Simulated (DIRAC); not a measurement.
# FS-CCSD/dyall-v2z (Levy-Leblond, active holes 6, kind ip, uncontracted yes, window high 6.31 Eh) run of BBrF2 (SMILES FB(F)Br)

Wanted: ionisation energies of BBrF2. 

Program for the calculation: DIRAC 26.1 (patched).

9 further runs of the same task are left out: 9 set aside as unsound or not needed. Runs told in other sessions of the task aren't counted.

## (1) Starting point

BBrF2: 4 atoms, total charge 0, spin state singlet. As SMILES, `FB(F)Br`. Geometry: relaxed at GFN2-xTB, symmetrised.

Bond lengths: F1–B2 1.307 Å, B2–F3 1.307 Å, B2–Br4 1.848 Å. Angles: F1–B2–F3 117.1°, F1–B2–Br4 121.4°, F3–B2–Br4 121.4°.

## (2) Ionisation energies at FS-CCSD/dyall-v2z (Levy-Leblond, active holes 6, kind ip, uncontracted yes, window high 6.31 Eh)

Input file BBrF2.xyz:

```xyz
4
BBrF2
F      -0.94908015     -1.71356029     -0.23521512
B      -0.83796068     -0.41473724     -0.14663336
F      -1.93327790      0.28697638     -0.26916397
Br      0.79870086      0.39530612      0.13976335
```

Input file run.inp:

```
**DIRAC
.WAVE FUNCTION
**HAMILTONIAN
.LEVY-LEBLOND
**INTEGRALS
*READIN
.UNCONTRACT
**WAVE FUNCTION
.SCF
.RELCCSD
*SCF
.CLOSED SHELL
 58
**MOLTRA
.ACTIVE
energy -2.442 6.31 0.001
**RELCC
.FOCKSP
*CCFSPC
.MAXIT
120
.DOIE
.NACTH
3 3
**MOLECULE
*BASIS
.DEFAULT
dyall.v2z
**END OF INPUT
```

On the command line:

```sh
pam --inp=run.inp --mol=BBrF2.xyz --noarch --mw=163 --aw=368
```

What it wrote:

```text
*************************** Hamiltonian defined ***************************
[...]
 * Number of fermion irreps: 1
[...]
It.    1    -1400.011152116      0.00D+00  0.00D+00  0.00D+00               0.08763099s   Atom. scrpot
[...]
It.   15    -2796.226029963      1.08D-10  3.67D-08  4.89D-08   DIIS   9    0.44600000s   LL
[...]
* Convergence after   15 iterations.
[...]
                                   TOTAL ENERGY
                                   ------------
   Charge of molecule : 0
   Electronic energy                        :    -3022.5909846810973
   Other contributions to the total energy
   Nuclear repulsion energy                 :      226.3649547180733
[...]
   Total energy                             :    -2796.2260299630238
[...]
  * Closed shell, f = 1.0000
    -490.042104987  ( 2)        -65.189148061  ( 2)        -58.545106023  ( 2)        -26.334564827  ( 2)         -9.863833051  ( 2)
      -7.785634580  ( 2)         -7.475720464  ( 2)         -3.218119853  ( 2)         -3.208507530  ( 2)         -1.676031018  ( 2)
      -1.068210959  ( 2)         -0.844725661  ( 2)         -0.748005916  ( 2)         -0.560941876  ( 2)
  * Virtual eigenvalues, f = 0.0000
[...]
  * Closed shell, f = 1.0000
     -58.544357089  ( 2)         -7.470266958  ( 2)         -3.215656082  ( 2)         -0.741684255  ( 2)         -0.462026120  ( 2)
  * Virtual eigenvalues, f = 0.0000
       0.124822830  ( 2)          0.213892993  ( 2)          0.678314473  ( 2)          0.757167291  ( 2)          0.878241970  ( 2)
       0.963824388  ( 2)          1.208412032  ( 2)          3.171371108  ( 2)          3.359221586  ( 2)          3.905146154  ( 2)
[...]
  * Closed shell, f = 1.0000
     -58.544114536  ( 2)        -26.334585886  ( 2)         -7.469154980  ( 2)         -3.214261297  ( 2)         -1.641378950  ( 2)
      -0.791334430  ( 2)         -0.674072959  ( 2)         -0.451996347  ( 2)
  * Virtual eigenvalues, f = 0.0000
       0.195749343  ( 2)          0.403383830  ( 2)          0.659903442  ( 2)          0.811355863  ( 2)          0.864121513  ( 2)
[...]
  * Closed shell, f = 1.0000
      -3.208570840  ( 2)         -0.681516064  ( 2)
  * Virtual eigenvalues, f = 0.0000
       0.706315082  ( 2)          0.768071943  ( 2)          1.059747431  ( 2)          3.243526886  ( 2)          3.879935142  ( 2)
       4.086939794  ( 2)          4.197579248  ( 2)         11.640335445  ( 2)         15.308798347  ( 2)         42.949678781  ( 2)
[...]
* HOMO - LUMO gap:
    E(LUMO) :     0.12482283 au (symmetry B1 )
  - E(HOMO) :    -0.45199635 au (symmetry B2 )
  ------------------------------------------
    gap     :     0.57681918 au
[...]
* REACMO: Coefficients read from CHECKPOINT  - Total energy: -2796.22602996291562
[...]
 Total charge of the system :              0
[...]
 T1 diagnostic :                               0.018743233127010
[...]
 Level  eigenvalue (eV)  Eigenvalue (cm-1)  A1 3|B1 3|B2 3|A2 3|A1 3|B1 3|B2 3|A2 3|
    1        0.000000000          0.000000     0|   0|   0|   0|   0|   0|   0|   0|
    2        0.349756972       2820.980224     0|   0|   0|   0|   0|   0|   0|   0|
    3        2.510001572      20244.527963     0|   0|   0|   0|   0|   0|   0|   0|
[...]
@ Total CCSD energy :                      -2796.817099801295171
@ Total CCSD+T  energy :                   -2796.817099801295171
@ Total CCSD(T) energy :                   -2796.817099801295171
@ Total CCSD-T  energy :                   -2796.817099801295171
[...]
```

Wall time 37 s (1 thread of Arm Neoverse V1, shared host); peak memory 0.15 GiB.

## (3) What came out

At FS-CCSD/dyall-v2z (Levy-Leblond, active holes 6, kind ip, uncontracted yes, window high 6.31 Eh), 17 core orbitals frozen:

| quantity | value |
| --- | --- |
| total energy | -2796.81710 Eh |
| HOMO energy (Hartree–Fock orbitals) | -12.30 eV |
| LUMO energy (Hartree–Fock orbitals) | 3.40 eV |
| HOMO–LUMO gap (Hartree–Fock orbitals) | 15.70 eV |
| first ionisation energy | 11.79 eV |
